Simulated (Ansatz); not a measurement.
This script makes an equation of state with a fit of Ir, space group Fm-3m with Ansatz's Python interface.

`eos_ir.py`
```python
"""Energy against volume for Ir, with a fit."""

import warnings

import ansatz as az
import numpy as np
from scipy.optimize import curve_fit

vectors0 = np.array([
    [0.0, 1.9156, 1.9156],
    [1.9156, 0.0, 1.9156],
    [1.9156, 1.9156, 0.0],
])
sites = [
    ("Ir", [0.0, 0.0, 0.0]),
]


def crystal_on(cell):
    crystal = az.Crystal(lattice=az.Lattice.of(cell))
    for symbol, position in sites:
        crystal = crystal.atom(symbol, position)
    return crystal

def vinet(v, e0, v0, b0, b1):
    eta = (v / v0) ** (1 / 3)
    return e0 + 2 * b0 * v0 / (b1 - 1) ** 2 * (2 - (5 + 3 * b1 * (eta - 1) - 3 * eta) * np.exp(-1.5 * (b1 - 1) * (eta - 1)))


def main() -> None:
    warnings.simplefilter("ignore", az.DeckWarning)

    # scale the volume, keep shape and fractions
    volumes, energies = [], []
    for scale in np.linspace(0.9, 1.1, 9):
        cell = vectors0 * scale ** (1 / 3)
        calc = crystal_on(cell).calculation()
        calc = calc.functional("pbe")
        calc = calc.occupations("Gaussian", width=150 * az.meV)
        calc = calc.basis(500)
        calc = calc.kpoints(13, 13, 13)
        report = calc.run(threads=1, pin="off").report
        volumes.append(abs(np.linalg.det(cell)) / len(sites))
        energies.append(report["free_energy_ev"] / len(sites))
        print(f"V = {volumes[-1]:8.4f} A^3/atom  F = {energies[-1]:.5f} eV/atom")

    guess = (min(energies), volumes[int(np.argmin(energies))], 0.5, 4.5)
    (e0, v0, b0, b1), _ = curve_fit(vinet, np.array(volumes), np.array(energies), p0=guess, maxfev=20000)
    print(f"Vinet fit: V0 = {v0:.4f} A^3/atom, B0 = {160.21766 * b0:.1f} GPa, B1 = {b1:.2f}")
    print("largest residual", round(1000 * float(np.abs(vinet(np.array(volumes), e0, v0, b0, b1) - energies).max()), 3), "meV/atom")


if __name__ == "__main__":
    main()
```

Its results, one of them left out:

| V (Å³/atom) | F less the lowest row shown (meV/atom) |
| --- | --- |
| 12.653 | ? |
| 13.004 | 209.93 |
| 13.356 | 116.55 |
| 13.707 | 53.05 |
| 14.059 | 15.37 |
| 14.410 | 0.00 |
| 14.762 | 3.88 |
| 15.113 | 24.36 |
| 15.465 | 59.13 |

What is the missing energy at 12.653 Å³ an atom?

A third-order Birch-Murnaghan fit, E = E0 + (9 V0 B0 / 16) [(t - 1)³ B' + (t - 1)² (6 - 4t)] with t = (V0/V)^(2/3), through the 8 rows shown gives V0 = 14.509 Å³, B0 = 346.7 GPa, B' = 5.06 and E0 = -0.73 meV. At V = 12.653 Å³, t = 1.09555, and the fit extrapolates to 338.12 meV. The run gave 337.93 meV, a miss of 0.20 meV.

The run is spin-unpolarised. The mesh is modest for a metal, so energies can be off by several to tens of meV an atom and pressures by half a GPa or more; differences at equal mesh fare better. Of the deposited cell: the entry's cell lengths or inner coordinates differ somewhat from later room-temperature determinations. Spin-orbit coupling, which matters for elements this heavy, is left out. Finished in 7 s on 1 thread of Arm Neoverse V2, with other jobs on the host, peak memory 0.37 GiB.
